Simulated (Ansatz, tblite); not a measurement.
# C₈H₂₄Sn₃: spin-state energies by level

Aim: set other spin states of C₈H₂₄Sn₃ against its singlet, on many levels of theory.

The runs use Ansatz 0.2.0, Gaussian basis; as each input shows.

The runs, in order: triplet, at the geometry of the singlet (GFN1-xTB, GFN2-xTB, PBE0-D4/def2-SVP, PBE-D4/def2-SVP); the singlet's energies come from earlier runs.

10 further runs of the same task are left out: 4 that didn't finish, 6 set aside as unsound or not needed.

### Step 1. The structure

The geometry is that of the singlet, from an earlier relaxation (r2SCAN-D4/def2-SVP).

SMILES `[CH3][Sn]([CH3])([CH3])[Sn]([CH3])([CH3])[Sn]([CH3])([CH3])[CH3]`, 35 atoms, charge 0, spin multiplicity 1.

Bond lengths: C1–Sn2 2.174 Å, C1–H12 1.101 Å, C1–H13 1.101 Å, C1–H14 1.101 Å, Sn2–C3 2.173 Å, Sn2–C4 2.173 Å, Sn2–Sn5 2.794 Å, C3–H15 1.100 Å, C3–H16 1.100 Å, C3–H17 1.101 Å, C4–H18 1.100 Å, C4–H19 1.100 Å, C4–H20 1.101 Å, Sn5–C6 2.180 Å, Sn5–C7 2.180 Å, Sn5–Sn8 2.794 Å, C6–H21 1.100 Å, C6–H22 1.100 Å and more. Angles: Sn2–C1–H12 110.0°, Sn2–C1–H13 110.0°, Sn2–C1–H14 110.9°, H12–C1–H13 108.6°, H12–C1–H14 108.8°, H13–C1–H14 108.5°, C1–Sn2–C3 106.6°, C1–Sn2–C4 108.2°, C1–Sn2–Sn5 109.4°, C3–Sn2–C4 108.0°, C3–Sn2–Sn5 110.9°, C4–Sn2–Sn5 113.6°, Sn2–C3–H15 110.2°, Sn2–C3–H16 110.8°, Sn2–C3–H17 109.6°, H15–C3–H16 108.7°, H15–C3–H17 108.7°, H16–C3–H17 108.8° and more.

As a file:

```csv
atom,x (Å),y (Å),z (Å)
C1,2.08769,-0.83408,2.15833
Sn2,2.27844,-0.10679,0.11866
C3,2.72903,-1.83525,-1.11815
C4,3.98295,1.23897,0.03598
Sn5,-0.12368,1.08403,-0.66908
C6,-0.28918,3.10581,0.12956
C7,-0.21143,1.28368,-2.83824
Sn8,-2.20623,-0.52482,0.27096
C9,-1.69526,-2.61616,-0.03028
C10,-4.10775,-0.14416,-0.71016
C11,-2.48954,-0.25592,2.40820
H12,3.00696,-1.36113,2.45779
H13,1.24241,-1.53527,2.23122
H14,1.91234,-0.00152,2.85634
H15,1.91623,-2.57369,-1.05097
H16,2.85139,-1.54054,-2.17099
H17,3.66262,-2.30445,-0.77033
H18,4.14081,1.59515,-0.99297
H19,3.81756,2.10928,0.68832
H20,4.88925,0.71098,0.37098
H21,-0.27010,3.08964,1.22897
H22,0.54927,3.71965,-0.23259
H23,-1.23395,3.56154,-0.20328
H24,-0.11173,0.30063,-3.32095
H25,0.60491,1.93497,-3.18534
H26,-1.17301,1.72996,-3.13345
H27,-0.74273,-2.84773,0.47027
H28,-2.48036,-3.26044,0.39518
H29,-1.59132,-2.84365,-1.10198
H30,-4.42547,0.89543,-0.54045
H31,-4.87649,-0.82015,-0.30459
H32,-4.02193,-0.31366,-1.79379
H33,-1.56525,-0.50771,2.94923
H34,-3.29640,-0.91797,2.75952
H35,-2.76007,0.78534,2.63812
```

Sn takes a core potential in the def2 sets. No spin-orbit coupling is included.

### Step 2. Triplet at the fixed geometry, GFN1-xTB

Tight binding, by tblite at 300 K electronic temperature and without a spin-polarisation term:

```python
tblite.interface.Calculator('GFN1-xTB', numbers, positions, charge=0, uhf=2).singlepoint()
```

Energy -1012.0293 eV; 0.027 s.

### Step 3. Triplet at the fixed geometry, GFN2-xTB

Tight binding, by tblite at 300 K electronic temperature and without a spin-polarisation term:

```python
tblite.interface.Calculator('GFN2-xTB', numbers, positions, charge=0, uhf=2).singlepoint()
```

Energy -965.0246 eV; 0.062 s.

### Step 4. Triplet at the fixed geometry, PBE0-D4/def2-SVP

The input, in.yaml:

```yaml
crystal:
  periodic: [false, false, false]
  atoms:
    - {symbol: C, position_ang: [2.087694, -0.834080, 2.158327]}
    - {symbol: Sn, position_ang: [2.278439, -0.106787, 0.118663]}
    - {symbol: C, position_ang: [2.729025, -1.835245, -1.118153]}
    - {symbol: C, position_ang: [3.982946, 1.238974, 0.035975]}
    - {symbol: Sn, position_ang: [-0.123676, 1.084034, -0.669084]}
    - {symbol: C, position_ang: [-0.289181, 3.105810, 0.129557]}
    - {symbol: C, position_ang: [-0.211430, 1.283681, -2.838235]}
    - {symbol: Sn, position_ang: [-2.206234, -0.524815, 0.270963]}
    - {symbol: C, position_ang: [-1.695262, -2.616157, -0.030279]}
    - {symbol: C, position_ang: [-4.107753, -0.144162, -0.710160]}
    - {symbol: C, position_ang: [-2.489539, -0.255920, 2.408195]}
    - {symbol: H, position_ang: [3.006958, -1.361128, 2.457786]}
    - {symbol: H, position_ang: [1.242406, -1.535275, 2.231217]}
    - {symbol: H, position_ang: [1.912336, -0.001523, 2.856335]}
    - {symbol: H, position_ang: [1.916228, -2.573686, -1.050967]}
    - {symbol: H, position_ang: [2.851389, -1.540544, -2.170987]}
    - {symbol: H, position_ang: [3.662625, -2.304447, -0.770331]}
    - {symbol: H, position_ang: [4.140813, 1.595152, -0.992973]}
    - {symbol: H, position_ang: [3.817558, 2.109281, 0.688315]}
    - {symbol: H, position_ang: [4.889252, 0.710981, 0.370976]}
    - {symbol: H, position_ang: [-0.270096, 3.089644, 1.228971]}
    - {symbol: H, position_ang: [0.549266, 3.719655, -0.232595]}
    - {symbol: H, position_ang: [-1.233955, 3.561540, -0.203281]}
    - {symbol: H, position_ang: [-0.111732, 0.300632, -3.320953]}
    - {symbol: H, position_ang: [0.604906, 1.934970, -3.185343]}
    - {symbol: H, position_ang: [-1.173006, 1.729965, -3.133448]}
    - {symbol: H, position_ang: [-0.742732, -2.847729, 0.470271]}
    - {symbol: H, position_ang: [-2.480361, -3.260440, 0.395182]}
    - {symbol: H, position_ang: [-1.591315, -2.843654, -1.101976]}
    - {symbol: H, position_ang: [-4.425468, 0.895432, -0.540448]}
    - {symbol: H, position_ang: [-4.876486, -0.820152, -0.304590]}
    - {symbol: H, position_ang: [-4.021929, -0.313659, -1.793787]}
    - {symbol: H, position_ang: [-1.565248, -0.507708, 2.949234]}
    - {symbol: H, position_ang: [-3.296396, -0.917966, 2.759516]}
    - {symbol: H, position_ang: [-2.760073, 0.785340, 2.638117]}
basis:
  gaussian: {orbitals: def2-SVP}
magnetization: {spin_polarized: true, initial_magnetization: 2}
hamiltonian: {xc: pbe0, dispersion: d4}
scf: {omitted_lower_state_checks: [starts]}
output: {orbitals: {seedname: orbitals}}
```

Started as:

```console
> ansatz run in.yaml --threads 4 --pin off --events-out ev --progress --plain --max-ram 6963MiB
```

The program printed:

```text
Functional definition: PBE0
  name "PBE0"
  cite "Adamo & Barone, J. Chem. Phys. 110, 6158 (1999) doi:10.1063/1.478522"
  cite "Perdew, Burke & Ernzerhof, Phys. Rev. Lett. 77, 3865 (1996) doi:10.1103/PhysRevLett.77.3865"
  parent pbe
  parameter a = 0.25
  parameter kappa = 0.804
  parameter beta = 0.06672455060314922
  exchange = (1 - a)*pbe_x(kappa = kappa, mu = beta*pi^2/3) + a*exact_x
  correlation = pbe_c(beta = beta)
these checks for a lower state are left out or cut short: starts
3458 factors; integrals over basis functions are off by at most 1.3e-3 eV
mean field evaluation 1: about -26127.2844 eV, gradient 8.2e1 eV
mean field evaluation 2: about -26095.9600 eV, gradient 1.0e2 eV
mean field evaluation 4: about -26161.1790 eV, gradient 4.9e0 eV
mean field evaluation 8: about -26161.9025 eV, gradient 6.3e-1 eV
mean field evaluation 16: about -26161.9299 eV, gradient 2.7e-2 eV
mean field evaluation 32: about -26161.9300 eV, gradient 2.3e-5 eV
mean field -26161.92996798 eV, -961.4331931301 hartree, gradient 5.5e-6 eV, S^2 2.005392; 0 other end points of the search recorded, 0 dependent functions left out
reference -26161.93002014 eV, -961.4331950471 hartree; 70, 68 occupied and 240, 242 virtual orbitals, 3458 factors
Total energy: -26162.80820581 eV, -961.4654677753 hartree
Checks for a lower state left out: starts
```

It took 48 s on 4 threads of Arm Neoverse V2, shared host; peak memory 2.3 GiB.

Report: HOMO -1.63 eV, LUMO -4.55 eV (over both spins; with the spin held, an empty level of the minority spin lies below the top filled one); ⟨S²⟩ 2.005 (pure: 2.00).

### Step 5. Triplet at the fixed geometry, PBE-D4/def2-SVP

start.molden holds the orbitals of an earlier run on this state, given as this run's starting guess.

in.yaml, as its differences from that of step 4:

```diff
@@ -39,5 +39,5 @@
 basis:
-  gaussian: {orbitals: def2-SVP}
+  gaussian: {orbitals: def2-SVP, initial_orbitals: start.molden}
 magnetization: {spin_polarized: true, initial_magnetization: 2}
-hamiltonian: {xc: pbe0, dispersion: d4}
+hamiltonian: {xc: pbe, dispersion: d4}
 scf: {omitted_lower_state_checks: [starts]}
```

Same command.

The program printed:

```text
Functional definition: PBE
  name "PBE"
  cite "Perdew, Burke & Ernzerhof, Phys. Rev. Lett. 77, 3865 (1996) doi:10.1103/PhysRevLett.77.3865"
  parent pbe
  parameter kappa = 0.804
  parameter beta = 0.06672455060314922
  exchange = pbe_x(kappa = kappa, mu = beta*pi^2/3)
  correlation = pbe_c(beta = beta)
these checks for a lower state are left out or cut short: starts
3529 factors; their error is unknown
mean field evaluation 1: about -26158.9918 eV, gradient 6.1e0 eV
mean field evaluation 2: about -26159.2025 eV, gradient 2.3e-1 eV
mean field evaluation 4: about -26159.1026 eV, gradient 4.4e-2 eV
mean field evaluation 8: about -26159.1026 eV, gradient 7.5e-5 eV
mean field evaluation 16: about -26159.1026 eV, gradient 3.4e-6 eV
mean field -26159.10260940 eV, -961.3292896189 hartree, gradient 3.4e-6 eV, S^2 2.003327; 0 other end points of the search recorded, 0 dependent functions left out
reference -26159.10267557 eV, -961.3292920504 hartree; 70, 68 occupied and 240, 242 virtual orbitals, 3529 factors
Total energy: -26160.08704693 eV, -961.3654670307 hartree
Checks for a lower state left out: starts
```

Run time: 26 s. Hardware: 4 threads of Arm Neoverse V2, shared host; peak memory 0.88 GiB.

HOMO -1.01 eV, LUMO -5.02 eV (over both spins; with the spin held, an empty level of the minority spin lies below the top filled one); ⟨S²⟩ 2.003 (pure: 2.00).

### Step 6. Triplet less singlet, vertical

The singlet's energies are those of its earlier runs, whose logs aren't repeated here.

```csv
level,"triplet less singlet, vertical (eV)",time
GFN1-xTB,+3.607,0.054 s
GFN2-xTB,+2.972,0.093 s
PBE-D4/def2-SVP,+4.287,36 s
PBE0-D4/def2-SVP,+4.603,67 s
```

Times add the two runs; a level without a time comes out of a correlated run. Tight binding without a spin term can't rank spin states.

### Step 7. Results

| quantity | value |
| --- | --- |
| triplet less singlet, vertical, functionals in def2-SVP | +4.287 (PBE-D4) to +4.603 eV (PBE0-D4) |

What this shows: All functionals put the triplet above the singlet, over a spread of 0.316 eV. The checks for a lower triplet were left out, so another state of that spin may lie lower. These are electronic energies, without zero-point motion, entropy or surroundings.
